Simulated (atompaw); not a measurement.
**A PAW (atompaw) potential for selenium, from input to tests**

Do these settings give a usable potential? It is generated, then checked for scattering, ghosts and hardness.

The numbers are computed with atompaw 4.2.0.5 (PBE, scalar-relativistic, spin-unpolarised reference atom).

## (1) The design

Typed settings, in words:

| Quantity | Value |
| --- | --- |
| element | selenium (Se, Z = 34) |
| type | PAW |
| frozen core | [Ar] 3d10 |
| valence charge | 6 |
| reference configuration | 4s2 4p4 |
| partial waves | 4s (bound): rc 1.90 bohr; 4s channel at -0.1 Ry: rc 1.85 bohr; 4p (bound): rc 1.90 bohr; 4p channel at 0.1 Ry: rc 1.90 bohr; 4d channel at 0.4 Ry: rc 1.55 bohr |
| local potential | troulliermartins scheme with l = 3 at 0.5 Ry, radius 1.30 bohr |
| core correction | smooth core density matched at 1.15 bohr |
| augmentation charge | besselshape compensation charge, radius 1.50 bohr; PAW radius 1.90 bohr; waves and projectors: custom rrkj vanderbiltortho |

An earlier all-electron run gives the scale for the radii.

All-electron outer shells of the reference configuration (PBE, scalar-relativistic, ld1.x):

```
shell  level (eV)  outermost node (bohr)  outermost maximum (bohr)
   3p     -152.98                   0.21                      0.50
   3d      -53.12                      –                      0.45
   4s      -17.29                   0.70                      1.51
   4p       -6.51                   0.74                      1.82
```

## (2) Generating the potential

File Se.input:

```
Se 34
GGA-PBE scalarrelativistic loggrid 1500 logderivrange -3 5 201
4 4 3 0 0 0
4 1 4
0 0 0
c
c
c
v
c
c
v
c
2
1.90 1.50 1.30 1.15
y
-0.1
n
y
0.1
n
y
0.4
n
custom rrkj vanderbiltortho besselshape
3 0.5 troulliermartins
1.90
1.85
1.90
1.90
1.55
PWSCFOUT
UPFDX 0.0125d0 UPFXMIN -7.d0 UPFZMESH 34.d0
END
```

On the command line:

```sh
atompaw < Se.input > Se.log
```

Q: Predict the outcome of this session. Wanted: cutoffs for 10 and 1 mRy, occupied levels; bound ghosts; largest phase difference near zero energy, channels read; lowest eigenvalue of the overlap; share of valence orbitals outside the PAW sphere; UPF file.

The runs gave:

| quantity | value |
| --- | --- |
| cutoffs for 10 and 1 mRy, occupied levels | 12 Ry and 21 Ry |
| bound ghosts | s at -73.37 eV |
| largest phase difference near zero energy, channels read | 0.008 rad |
| lowest eigenvalue of the overlap (Bessel basis) | 0.254 (s) |
| share of valence orbitals outside the PAW sphere | 4s 38 %, 4p 61 % |
| UPF file | written |

**Reading.** A bound ghost (s) makes it unfit for use: electrons can fall into a state that the atom doesn't have. By its cutoff, 12 Ry for the looser tolerance, it is soft on the atom at that tolerance. The slowest occupied level is 4p: taken alone it needs 15 Ry to come within 1 mRy, against 8 Ry for 4s. Near zero energy the phases of the channels with partial waves agree within 0.008 rad.
